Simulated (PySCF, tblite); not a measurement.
# C₃H₉OSi radical: geometry, infrared bands and EPR parameters

Aim: predict the infrared bands and EPR parameters of C₃H₉OSi radical (`C[Si](C)CO`).

The runs use tblite 0.8.0 and PySCF 2.14.0, with density-fitted response routines of our own; the level of theory stands in each step. All values are computed, except where a source is named. Atoms count from 0, in the outputs and in this text.

## Step 1: The molecule as given

14 atoms, charge 0, multiplicity 2; geometry from: force field or distance geometry start.

Bonds of the start (Å): C0–Si1 1.87, Si1–C2 1.84, Si1–C3 1.88, C3–O4 1.38, C0–H5 1.11, C0–H6 1.11, C0–H7 1.10, C2–H8 1.12, C2–H9 1.11, C2–H10 1.11, C3–H11 1.11, C3–H12 1.13, O4–H13 0.97.

## Step 2: Geometry optimisation with GFN2-xTB

What the job is given:

```
{"job": {"kind": "relax", "xc": "GFN2-xTB", "basis": "xTB"}, "charge": 0, "multiplicity": 2}
C     -1.330900    -1.342800     0.076100
Si    -0.147200    -0.142800     0.895200
C     -0.724700     1.593500     0.709200
C      1.476200    -0.430900    -0.014900
O      2.476400     0.418800     0.425700
H     -1.161100    -1.222400    -1.009400
H     -2.380200    -1.152300     0.365900
H     -0.991200    -2.357000     0.351700
H     -1.599700     1.603100     0.017100
H     -1.020100     2.012300     1.695800
H      0.084700     2.207400     0.253900
H      1.212000    -0.310400    -1.083300
H      1.706800    -1.512400     0.206100
H      2.398200     0.635500     1.368600
```

Run with:

```bash
$ OMP_NUM_THREADS=1 python probes_run.py task.json out
```

This one command runs all jobs of the session in turn.

Log:

```text
step      E/eV     max force
  0    -454.29351    1.742
  1    -454.45004    0.837
  2    -454.53140    0.605
  3    -454.59056    0.601
  4    -454.63426    0.495
  5    -454.65294    0.352
  6    -454.66763    0.326
  7    -454.68418    0.369
  8    -454.69677    0.279
  9    -454.70394    0.231
 10    -454.70761    0.144
 11    -454.71080    0.156
 12    -454.71530    0.190
 13    -454.72175    0.331
 14    -454.73007    0.391
 15    -454.73844    0.289
 16    -454.74506    0.194
 17    -454.74969    0.171
 18    -454.75339    0.194
 19    -454.75579    0.150
 20    -454.75699    0.097
 21    -454.75741    0.149
 22    -454.75788    0.063
 23    -454.75827    0.046
 24    -454.75877    0.065
 25    -454.75910    0.055
 26    -454.75943    0.051
 27    -454.75973    0.048
 28    -454.76000    0.043
 29    -454.76021    0.045
 30    -454.76044    0.044
 31    -454.76070    0.037
 32    -454.76095    0.034
 33    -454.76117    0.045
 34    -454.76139    0.050
 35    -454.76167    0.053
 36    -454.76199    0.063
 37    -454.76238    0.067
 38    -454.76285    0.072
 39    -454.76336    0.085
 40    -454.76380    0.064
 41    -454.76410    0.039
 42    -454.76426    0.033
 43    -454.76434    0.019
 44    -454.76439    0.016
 45    -454.76444    0.020
 46    -454.76451    0.034
 47    -454.76464    0.048
 48    -454.76484    0.052
 49    -454.76510    0.040
 50    -454.76539    0.050
 51    -454.76573    0.062
 52    -454.76618    0.064
 53    -454.76674    0.070
 54    -454.76732    0.081
 55    -454.76786    0.074
 56    -454.76847    0.072
 57    -454.76924    0.096
 58    -454.76849    0.187
 59    -454.77050    0.080
 60    -454.77092    0.055
 61    -454.77151    0.037
 62    -454.77164    0.039
 63    -454.77200    0.040
 64    -454.77218    0.038
 65    -454.77250    0.054
 66    -454.77294    0.071
 67    -454.77374    0.106
 68    -454.77476    0.122
 69    -454.76059    0.530
 70    -454.77567    0.056
 71    -454.77596    0.044
 72    -454.77654    0.090
 73    -454.77682    0.049
 74    -454.77735    0.046
 75    -454.77828    0.069
 76    -454.77884    0.039
 77    -454.77914    0.037
 78    -454.77932    0.025
 79    -454.77945    0.025
 80    -454.77953    0.015
 81    -454.77956    0.013
 82    -454.77958    0.012
 83    -454.77962    0.021
 84    -454.77970    0.035
 85    -454.77983    0.042
 86    -454.77999    0.034
 87    -454.78017    0.034
 88    -454.78037    0.035
 89    -454.78059    0.036
 90    -454.78079    0.040
 91    -454.78091    0.028
 92    -454.78100    0.020
 93    -454.78107    0.021
 94    -454.78116    0.034
 95    -454.78126    0.038
 96    -454.78133    0.021
 97    -454.78136    0.015
 98    -454.78138    0.013
 99    -454.78140    0.016
100    -454.78143    0.024
101    -454.78146    0.018
102    -454.78151    0.020
103    -454.78156    0.023
104    -454.78165    0.033
105    -454.78180    0.048
106    -454.78197    0.043
107    -454.78208    0.022
108    -454.78210    0.034
109    -454.78215    0.014
110    -454.78217    0.014
111    -454.78222    0.015
112    -454.78225    0.012
113    -454.78230    0.011
114    -454.78233    0.014
115    -454.78234    0.017
116    -454.78236    0.020
117    -454.78238    0.018
118    -454.78240    0.013
119    -454.78241    0.011
120    -454.78244    0.013
121    -454.78249    0.023
122    -454.78256    0.028
123    -454.78265    0.023
124    -454.78272    0.016
125    -454.78276    0.011
126    -454.78278    0.012
127    -454.78279    0.009
```

It took 0.58 s on 1 thread of Arm Neoverse V1, shared host; peak memory 0.18 GiB.

Along the way: (not every step is listed)

```csv
step,energy from step 0 (eV),largest force (eV/Å)
0,0.0000,1.7417
1,-0.1565,0.8366
2,-0.2379,0.6046
3,-0.2970,0.6010
4,-0.3407,0.4955
5,-0.3594,0.3523
6,-0.3741,0.3262
7,-0.3907,0.3694
8,-0.4033,0.2792
19,-0.4623,0.1502
30,-0.4669,0.0441
41,-0.4706,0.0395
52,-0.4727,0.0643
63,-0.4785,0.0399
74,-0.4838,0.0463
85,-0.4863,0.0423
96,-0.4878,0.0214
107,-0.4886,0.0221
118,-0.4889,0.0128
122,-0.4890,0.0283
123,-0.4891,0.0228
124,-0.4892,0.0162
125,-0.4892,0.0108
126,-0.4893,0.0123
127,-0.4893,0.0086
```

Close pairs (by a distance rule), those that changed most:

| bond | before (Å) | after (Å) | change (Å) |
| --- | --- | --- | --- |
| Si1–C2 | 1.839 | 1.905 | +0.066 |
| Si1–C3 | 1.883 | 1.928 | +0.045 |
| C3–O4 | 1.384 | 1.421 | +0.037 |
| C0–Si1 | 1.874 | 1.905 | +0.031 |
| C3–H12 | 1.128 | 1.097 | -0.031 |
| C2–H10 | 1.113 | 1.086 | -0.028 |
| C2–H8 | 1.116 | 1.089 | -0.026 |
| C2–H9 | 1.112 | 1.086 | -0.026 |

The final coordinates are the input of the step that follows.

## Step 3: Harmonic vibrations with GFN2-xTB

What the job is given:

```
{"job": {"kind": "ir", "xc": "GFN2-xTB", "basis": "xTB"}, "charge": 0, "multiplicity": 2}
C     -1.437530    -1.406921     0.183197
Si    -0.160335    -0.165756     0.860719
C     -0.743728     1.635400     0.650586
C      1.529294    -0.403283    -0.036940
O      2.494574     0.547476     0.392586
H     -1.617147    -1.238125    -0.877894
H     -2.388048    -1.305828     0.697544
H     -1.105714    -2.433939     0.301793
H     -1.033093     1.822619    -0.382929
H     -1.600887     1.857810     1.279144
H      0.047788     2.334650     0.902108
H      1.410892    -0.217159    -1.107910
H      1.924972    -1.420789     0.071539
H      2.678284     0.393374     1.324317
```

Log:

```text
mode    cm-1     km/mol
  1      61.3      3.06
  2      92.0      0.22
  3     115.8      0.08
  4     124.9      5.22
  5     163.0      1.43
  6     190.9      9.11
  7     299.6      6.25
  8     337.5    172.57
  9     626.1      3.72
 10     707.3     28.53
 11     743.6      7.11
 12     760.2     27.02
 13     787.7      0.91
 14     821.1    114.67
 15     849.3    103.14
 16     854.7    139.40
 17    1052.5     78.58
 18    1108.2     26.95
 19    1265.7     15.28
 20    1320.9     79.78
 21    1359.3      4.02
 22    1367.7      2.91
 23    1466.0      1.56
 24    1474.2      0.71
 25    1480.4      0.67
 26    1482.5      0.72
 27    1492.1      0.81
 28    2879.7     69.33
 29    2939.2     28.39
 30    2986.8      0.10
 31    2991.3     56.89
 32    3041.6      9.60
 33    3044.2     27.95
 34    3047.6     14.38
 35    3050.0     37.55
 36    3564.1      7.90
```

Wall time 0.32 s (1 thread of Arm Neoverse V1, shared host); peak memory 0.18 GiB.

Which atoms move in the most intense modes:

```
cm⁻¹  km/mol                                 atoms
 338   172.6                              H13 86 %
 821   114.7  H10 27 %, Si1 20 %, C2 12 %, H7 11 %
 849   103.1             H8 21 %, H5 18 %, H7 11 %
 855   139.4   H6 22 %, H9 17 %, Si1 14 %, H7 11 %
1052    78.6            C3 44 %, O4 44 %, H11 11 %
1321    79.8           H13 44 %, H11 34 %, C3 10 %
2880    69.3                              H12 92 %
2991    56.9                      H5 51 %, H8 42 %
```

## Step 4: g tensor and hyperfine couplings: B3LYP/pcH-1

Same as in step 3 but for these lines:

```diff
@@ -1,2 +1,2 @@
-{"job": {"kind": "ir", "xc": "GFN2-xTB", "basis": "xTB"}, "charge": 0, "multiplicity": 2}
+{"job": {"kind": "epr", "basis": "pcH-1"}, "charge": 0, "multiplicity": 2}
 C     -1.437530    -1.406921     0.183197
```

Level: UKS B3LYP, pcH-1 on C H O Si, non-relativistic, mean-field spin-orbit, GIAO.

Log:

```text
UKS, coarse grid
  cycle   1  E = -484.31431298  |g| = 5.72e-01
  cycle   2  E = -484.17614175  |g| = 8.30e-01
  cycle   3  E = -484.44306995  |g| = 8.64e-02
  cycle   4  E = -484.44545883  |g| = 3.70e-02
  cycle   5  E = -484.44606483  |g| = 4.14e-03
  cycle   6  E = -484.44607545  |g| = 1.32e-03
  cycle   7  E = -484.44607649  |g| = 6.85e-04
UKS, final grid
  cycle   1  E = -484.44601372  |g| = 8.91e-04
  cycle   2  E = -484.44601335  |g| = 1.25e-03
  cycle   3  E = -484.44601413  |g| = 4.25e-05
  cycle   4  E = -484.44601413  |g| = 2.58e-05
E = -484.44601413 Eh   <S^2> = 0.7513 (exact 0.7500)
g shifts (ppm)      1          2          3
  rmc          -135       -135       -135
  gc              0         59         60
  oz_so         -76       1466       2131
  total        -211       1391       2057
hyperfine (MHz)  atom isotope    a_iso     a_fc   dipolar eigenvalues
    0   13C      26.01      25.98     -3.71     -3.53      7.24
    1  29Si    -447.25    -448.16   -164.21     81.82     82.39
    2   13C      35.25      35.22     -4.61     -4.30      8.91
    3   13C      26.07      26.06     -5.28     -5.03     10.31
    4   17O      -6.35      -6.36     -0.88      0.13      0.74
    5    1H      54.65      54.65     -3.71     -0.14      3.85
    6    1H       3.16       3.15     -4.12     -2.51      6.63
    7    1H       1.38       1.37     -4.05     -2.42      6.47
    8    1H      56.01      56.01     -4.07      0.01      4.06
    9    1H       3.71       3.70     -4.57     -2.64      7.21
   10    1H      -1.17      -1.17     -4.34     -2.35      6.69
   11    1H      47.41      47.41     -4.48      0.36      4.12
   12    1H      -0.84      -0.83     -4.49     -2.44      6.94
   13    1H       1.43       1.42     -3.48     -2.22      5.70
```

Wall time 38 s (1 thread of Arm Neoverse V1, shared host); peak memory 0.76 GiB.

Principal g values 2.00211, 2.00371, 2.00438; g(iso) = 2.00340, against 2.00232 for a free electron.

Mean a(iso) over the nuclei that a row names, and the largest dipolar term of the row (other rows stand at the frozen geometry):

```
                 nuclei  isotope  a(iso) (MHz)  a(iso) (G, at g = 2.0023)  largest dipolar term (MHz)
                    Si1     29Si        -447.3                     -159.6                      -164.2
                 C0, C2      13C          30.6                       10.9                         8.9
                     C3      13C          26.1                        9.3                        10.3
               H11, H12       1H          23.3                        8.3                         6.9
H5, H6, H7, H8, H9, H10       1H          19.6                        7.0                         7.2
                     O4      17O          -6.3                       -2.3                        -0.9
                    H13       1H           1.4                        0.5                         5.7
```

Mulliken spin populations:

C0 -0.01; Si1 0.93; C2 0.00; C3 0.01; O4 0.00; H5 0.03; H6 0.00; H7 0.00; H8 0.03; H9 0.00; H10 0.00; H11 0.02; H12 0.00; H13 0.01

In first order the couplings over 0.8 MHz of 1H give 42 distinct lines over 59.1 G, if the averaged nuclei exchange fast.

Orbitals, density, ELF and potential are computed afterwards from the orbital file.

ELF in a plane through or near 6 of the atoms.

Ten even steps from '0' (0.00) to '9' (1.00):
```
0000000000000000000000000000
0000000000000000000000000000
0000000000000000000000000000
0000000000343114663000000000
0000000016999659998500000000
0000000028999879998500000000
0000000001899617884100000000
0000000100146757630000000000
0000024652014888610001100000
0000146885133151253489850000
0000267476487271586899971000
0000368766589616963399951000
0000133226876314665554310000
0000000059996001599962000000
0000000199998001799982000000
0000000289997000499971000000
0000000013420000023200000000
0000000000000000000000000000
0000000000000000000000000000
0000000000000000000000000000
```
The map spans 10.6 Å across and 10.0 Å up, centred on the molecule. Atoms in the plane (x, y in Å): C0 (1.8, -0.9), C2 (0.2, 1.8), C3 (-1.3, -0.9), O4 (-2.5, -0.2), H10 (-0.8, 2.3), H12 (-1.4, -1.9).

On the surface of density 0.002 e/bohr³ the electrostatic potential runs, from the 1st to the 99th percentile, from -1.67 V near O4 to 1.52 V near H13.

The spin density lies nearest to Si1 68 %.

## Step 5: Outcome

| quantity | value |
| --- | --- |
| strongest single infrared mode (GFN2-xTB) | 338 cm⁻¹, 173 km/mol |
| zero-point energy (GFN2-xTB) | 71.4 kcal/mol |
| g(iso) (B3LYP) | 2.00340 |
| ⟨S²⟩ | 0.751 (exact 0.75) |
| largest a(iso) (averaged by class) | 29Si on Si1, -447.3 MHz |
| surface potential, 1st and 99th percentile | -1.67 V and 1.52 V |

Over 127 steps the energy fell by 0.489 eV; of the close pairs, Si1–C2 changed most, 1.839 to 1.905 Å. All 36 modes are real, so the xTB geometry is a minimum. The strongest single mode, at 338 cm⁻¹, moves mainly H13. Unscaled tight-binding wavenumbers are off by several per cent, some by more. Its intensities can rank the bands wrongly. Si1 carries the largest spin population, 0.93 e. The isotropic g lies 1.1 ppt above the free-electron value.
